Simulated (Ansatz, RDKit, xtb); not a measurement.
# Isomers of CH5FGeOSi, a sample narrowed down, part 2 of 2

A sample of isomers of CH5FGeOSi is drawn. Aim: find which of them has the lowest free energy at 298.15 K, then its properties. The sample is small against all isomers, and the most stable one of this formula need not be in it.

xtb, Ansatz and PySCF; isolated molecules. Earlier steps stand in the parts before.

**7. Are they minima? Harmonic frequencies**

The lowest few in one piece go on as finalists. In this search the thermal terms come from GFN2-xTB at its own nearest minimum. The first, c500b:

File start.xyz:

```xyz
10
c500b
C      0.559325    -0.492863     1.248931
F     -0.415099    -2.584377    -0.582630
Ge    -0.134955     0.377108    -2.097428
O      1.230467     0.506786     1.444978
Si     0.584979    -1.273821    -0.523284
H     -0.073800    -0.947325     2.078182
H      1.990393    -1.739287    -0.788498
H      0.857726     1.565872    -2.093137
H     -0.199560    -0.231159    -3.521436
H     -1.544274     0.891730    -1.708929
```

On the command line:

```bash
$ xtb start.xyz --gfn 2 --ohess tight
```

The program printed (excerpt; [...] marks lines left out):

```text
* xtb version 6.7.1
[...]
          :  # basis functions                  37          :
[...]
          :  # electrons                        30          :
[...]
          :  Hamiltonian                  GFN2-xTB          :
[...]
          :  net charge                          0          :
          :  unpaired electrons                  0          :
[...]
   *** convergence criteria satisfied after 13 iterations ***
[...]
   *** GEOMETRY OPTIMIZATION CONVERGED AFTER 44 ITERATIONS ***
[...]
   *** convergence criteria satisfied after 3 iterations ***
[...]
         ::                     SUMMARY                     ::
         :::::::::::::::::::::::::::::::::::::::::::::::::::::
         :: total energy             -17.161737446767 Eh    ::
         :: gradient norm              0.000214578923 Eh/a0 ::
         :: HOMO-LUMO gap              2.380684955168 eV    ::
         ::.................................................::
         :: SCC energy               -17.270950094731 Eh    ::
         :: -> isotropic ES            0.039499469311 Eh    ::
         :: -> anisotropic ES          0.000823288239 Eh    ::
         :: -> anisotropic XC          0.001856971946 Eh    ::
         :: -> dispersion             -0.006226819698 Eh    ::
         :: repulsion energy           0.109212647964 Eh    ::
         :: add. restraining           0.000000000000 Eh    ::
         :: total charge              -0.000000000000 e     ::
         :::::::::::::::::::::::::::::::::::::::::::::::::::::
[...]
        15        2.0000           -0.3902116             -10.6182 (HOMO)
        16                         -0.3027231              -8.2375 (LUMO)
[...]
molecular dipole:
                 x           y           z       tot (Debye)
 q only:        0.577      -0.443      -0.384
   full:        0.650      -0.564      -0.028       2.189
molecular quadrupole (traceless):
[...]
          | TOTAL ENERGY              -17.161737446768 Eh   |
          | TOTAL ENTHALPY            -17.101243731684 Eh   |
          | TOTAL FREE ENERGY         -17.144435847002 Eh   |
          | GRADIENT NORM               0.000214576041 Eh/α |
[...]
```

Run time: 0.27 s. Hardware: 2 threads of Intel Xeon 6975P-C (Granite Rapids), shared host.

**8. Thermal terms of the finalists**

As xtb prints them, at 298.15 K, with its own treatment of low modes:

```
label                    SMILES     spin  lowest mode (cm⁻¹)  zero-point (kcal/mol)  G − E (kcal/mol)
c500b       O=C[Si@@H](F)[GeH3]  singlet                  77                   32.1              10.9
c875b       O=[CH][GeH2][SiH2]F  singlet                   9                   31.7              10.0
c242a  O=[CH][Ge@@H]([F])[SiH3]  singlet                  10                   30.5               8.2
c902a        O=C[SiH2][GeH2][F]  singlet                 24i                   30.7               9.8
```

c902a keeps an imaginary mode, a small one that points to a nearly free motion; the harmonic terms are rough for it.

**9. Energies at the top level**

Each finalist gets a single point at CCSD(T)/def2-SVP + MP2/def2-TZVPP - MP2/def2-SVP.

c500b, CCSD(T)/def2-SVP:

File input.yaml:

```yaml
crystal:
  periodic: [false, false, false]
  atoms:
    - {symbol: C, position_ang: [0.559325, -0.492863, 1.248931]}
    - {symbol: F, position_ang: [-0.415099, -2.584377, -0.582630]}
    - {symbol: Ge, position_ang: [-0.134955, 0.377108, -2.097428]}
    - {symbol: O, position_ang: [1.230467, 0.506786, 1.444978]}
    - {symbol: Si, position_ang: [0.584979, -1.273821, -0.523284]}
    - {symbol: H, position_ang: [-0.073800, -0.947325, 2.078182]}
    - {symbol: H, position_ang: [1.990393, -1.739287, -0.788498]}
    - {symbol: H, position_ang: [0.857726, 1.565872, -2.093137]}
    - {symbol: H, position_ang: [-0.199560, -0.231159, -3.521436]}
    - {symbol: H, position_ang: [-1.544274, 0.891730, -1.708929]}
basis:
  gaussian:
    orbitals: def2-SVP
magnetization:
  spin_polarized: false
correlation:
  method: ccsd_t
  frozen_orbitals: {Ge: 9, C: 1, H: 0, O: 1, Si: 5, F: 1}
```

On the command line:

```bash
$ ansatz run input.yaml --threads 2 --pin off --max-ram 5220MiB --events-out events.jsonl --progress --plain --runs-dir runs
```

The program printed (excerpt; [...] marks lines left out):

```text
Warning: RAYON_NUM_THREADS=2 ignored (pool sized by the plan → 2); use --threads N
Functional definition: HF
  name "HF"
[...]
1139 factors; integrals over basis functions are off by at most 1.4e-3 eV
[...]
mean field -70174.90330299 eV, -2578.8801301271 hartree, gradient 9.4e-7 eV, S^2 0.000000; 0 other end points of the search recorded, 0 dependent functions left out
17 core orbitals not correlated: weight in the atoms' cores, before any rotation towards them, 1.000 or more for the frozen orbitals, at most 0.000 for the correlated occupied ones
reference -70174.90330299 eV, -2578.8801301271 hartree; 20, 20 occupied and 80, 80 virtual orbitals, 1139 factors
second order -22.39697887 eV of doubles, -0.00000000 eV of singles
cycle   1  -22.47885863 eV  change   -8.2e-2 eV  update   1.3e-1
[...]
cycle  10  -23.36551258 eV  change    5.5e-6 eV  update   3.6e-5
perturbative correction -0.65159982 eV, -0.0239458519 hartree
Total energy: -70198.92041539 eV, -2579.7627427284 hartree
```

Wall time 10 s (2 threads of Intel Xeon 6975P-C (Granite Rapids), shared host); peak memory 0.62 GiB.

**10. c500b at MP2/def2-TZVPP**

Changes to input.yaml since step 9:

```diff
@@ -14,8 +14,3 @@
 basis:
-  gaussian:
-    orbitals: def2-SVP
-magnetization:
-  spin_polarized: false
-correlation:
-  method: ccsd_t
-  frozen_orbitals: {Ge: 9, C: 1, H: 0, O: 1, Si: 5, F: 1}
+  gaussian: {orbitals: def2-TZVPP}
+correlation: {method: mp2, frozen_orbitals: {Ge: 9, C: 1, H: 0, O: 1, Si: 5, F: 1}}
```

On the command line:

```bash
$ ansatz run input.yaml --threads 2 --pin off --max-ram 5220MiB --events-out events.jsonl --progress --plain --runs-dir runs
```

The program printed:

```text
Warning: RAYON_NUM_THREADS=2 ignored (pool sized by the plan → 2); use --threads N
[... 2 set-up lines as earlier in the session ...]
  exchange = exact_x
  correlation = 0
1552 factors; integrals over basis functions are off by at most 9.6e-4 eV
mean field evaluation 1: about -70187.6683 eV, gradient 4.3e1 eV
mean field evaluation 2: about -70187.9094 eV, gradient 4.4e1 eV
mean field evaluation 4: about -70192.1518 eV, gradient 4.3e0 eV
mean field evaluation 8: about -70192.2606 eV, gradient 6.0e-1 eV
mean field evaluation 16: about -70192.2635 eV, gradient 2.7e-6 eV
mean field -70192.26347706 eV, -2579.5181047569 hartree, gradient 2.7e-6 eV, S^2 0.000000; 0 other end points of the search recorded, 0 dependent functions left out
17 core orbitals not correlated: weight in the atoms' cores, before any rotation towards them, 1.000 or more for the frozen orbitals, at most 0.000 for the correlated occupied ones
reference -70192.26347706 eV, -2579.5181047569 hartree; 20, 20 occupied and 216, 216 virtual orbitals, 1552 factors
second order -27.63042746 eV of doubles, -0.00000000 eV of singles
Total energy: -70219.89390452 eV, -2580.5335042376 hartree
```

Run time: 5.1 s. Hardware: 2 threads of Intel Xeon 6975P-C (Granite Rapids), shared host; peak memory 0.65 GiB.

**11. c875b at CCSD(T)/def2-SVP**

File input.yaml:

```yaml
crystal:
  periodic: [false, false, false]
  atoms:
    - {symbol: C, position_ang: [-2.276524, -0.954580, -2.222646]}
    - {symbol: F, position_ang: [-0.106764, 0.019361, 0.981024]}
    - {symbol: Ge, position_ang: [-0.786873, -2.091491, -1.448914]}
    - {symbol: O, position_ang: [-2.141558, -0.347442, -3.261597]}
    - {symbol: Si, position_ang: [0.729188, -0.676789, -0.255283]}
    - {symbol: H, position_ang: [-3.239706, -0.893495, -1.623516]}
    - {symbol: H, position_ang: [-0.043617, -2.763619, -2.632579]}
    - {symbol: H, position_ang: [-1.376704, -3.174221, -0.502034]}
    - {symbol: H, position_ang: [1.247196, 0.412757, -1.150929]}
    - {symbol: H, position_ang: [1.877999, -1.448742, 0.332613]}
basis:
  gaussian:
    orbitals: def2-SVP
correlation:
  method: ccsd_t
  frozen_orbitals: {Ge: 9, C: 1, H: 0, O: 1, Si: 5, F: 1}
```

On the command line:

```bash
$ ansatz run input.yaml --threads 2 --pin off --max-ram 5220MiB --events-out events.jsonl --progress --plain --runs-dir runs
```

The program printed (excerpt; [...] marks lines left out):

```text
Warning: RAYON_NUM_THREADS=2 ignored (pool sized by the plan → 2); use --threads N
[... 2 set-up lines as earlier in the session ...]
[...]
1142 factors; integrals over basis functions are off by at most 1.2e-3 eV
[...]
mean field -70174.80051666 eV, -2578.8763527992 hartree, gradient 9.7e-6 eV, S^2 0.000000; 0 other end points of the search recorded, 0 dependent functions left out
17 core orbitals not correlated: weight in the atoms' cores, before any rotation towards them, 1.000 or more for the frozen orbitals, at most 0.000 for the correlated occupied ones
reference -70174.80051666 eV, -2578.8763527992 hartree; 20, 20 occupied and 80, 80 virtual orbitals, 1142 factors
second order -22.39823395 eV of doubles, -0.00000000 eV of singles
cycle   1  -22.47115719 eV  change   -7.3e-2 eV  update   1.3e-1
[...]
cycle  10  -23.36049161 eV  change   -7.6e-6 eV  update   3.9e-5
perturbative correction -0.65444688 eV, -0.0240504792 hartree
Total energy: -70198.81545516 eV, -2579.7588855109 hartree
```

It took 10 s on 2 threads of Intel Xeon 6975P-C (Granite Rapids), shared host; peak memory 0.62 GiB.

**12. Putting it together**

Energies in kcal/mol from c500b; G adds the thermal terms to the CCSD(T)/def2-SVP + MP2/def2-TZVPP - MP2/def2-SVP energy. The columns left of the relaxed level are at the tight-binding geometries.

```
label                    SMILES     spin  GFN2-xTB  HF/STO-3G  r2SCAN-D4/def2-SVP  PBE-D3(BJ)/def2-SVP  HF/def2-SVP  MP2/def2-SVP  CCSD(T)/def2-SVP + MP2/def2-TZVPP - MP2/def2-SVP     G  share at equilibrium     T1
c500b       O=C[Si@@H](F)[GeH3]  singlet       0.0        0.0                 0.0                  0.0          0.0           0.0                                               0.0   0.0                69.8 %  0.014
c875b       O=[CH][GeH2][SiH2]F  singlet      -4.3        2.7                 0.1                  1.9          2.4           2.3                                               1.4   0.5                30.2 %  0.014
c242a  O=[CH][Ge@@H]([F])[SiH3]  singlet       2.3       18.1                13.3                 12.9         14.5          14.7                                              16.4  13.8               < 0.1 %  0.014
c902a        O=C[SiH2][GeH2][F]  singlet       8.6       13.5                15.0                 15.0         16.1          16.6                                              18.1  17.1               < 0.1 %  0.014
```

Lowest found: c500b, `O=C[Si@@H](F)[GeH3]`, a singlet. Bond lengths: C1–O4 1.220 Å, C1–Si5 1.937 Å, F2–Si5 1.650 Å, Ge3–Si5 2.392 Å, C1–H6 1.138 Å, Si5–H7 1.504 Å, Ge3–H8 1.549 Å, Ge3–H9 1.550 Å, Ge3–H10 1.550 Å. Some angles: O4–C1–Si5 118.0°, C1–Si5–F2 110.2°, C1–Si5–Ge3 108.7°, F2–Si5–Ge3 110.0°, O4–C1–H6 121.1°, Si5–C1–H6 120.9°, C1–Si5–H7 107.4°, F2–Si5–H7 108.3°, Ge3–Si5–H7 112.3°, Si5–Ge3–H8 109.6°.

```xyz
10

C     0.5593   -0.4929    1.2489
F    -0.4151   -2.5844   -0.5826
Ge   -0.1350    0.3771   -2.0974
O     1.2305    0.5068    1.4450
Si    0.5850   -1.2738   -0.5233
H    -0.0738   -0.9473    2.0782
H     1.9904   -1.7393   -0.7885
H     0.8577    1.5659   -2.0931
H    -0.1996   -0.2312   -3.5214
H    -1.5443    0.8917   -1.7089
```

**13. Results**

The summary covers parts 1 to 2.

```
                                 quantity                                                                  value
                   lowest structure found                                           O=C[Si@@H](F)[GeH3], singlet
                            next finalist                 O=[CH][GeH2][SiH2]F, singlet, 0.5 kcal/mol higher in G
share at equilibrium, among the finalists                                                                 69.8 %
                                   funnel  7 starts, 5 minima at GFN2-xTB, 7 screening runs, 4 relaxed, 4 ranked
                     CPU time of all runs                                                                6.1 min
```

In words: `O=C[Si@@H](F)[GeH3]` comes out lowest. Its margin of 0.5 kcal/mol is inside the likely error of CCSD(T)/def2-SVP + MP2/def2-TZVPP - MP2/def2-SVP with harmonic terms (about 1.5 kcal/mol), so the order of the first two is not settled. HF/STO-3G, r2SCAN-D4/def2-SVP, PBE-D3(BJ)/def2-SVP, HF/def2-SVP and MP2/def2-SVP already put its bonding pattern lowest among the structures in one piece; GFN2-xTB favours the singlet O=[CH][GeH2][SiH2]F. The largest share of the time went into the relaxations (61 %). The search is not exhaustive (a finite list of starts, one conformer a finalist), so a lower isomer can't be ruled out. Only 4 drawn patterns were tried, so whole families of isomers are missing, and the result ranks this sample alone. The lowest isomer need not be the one that is made and kept in a bottle, which depends on barriers.
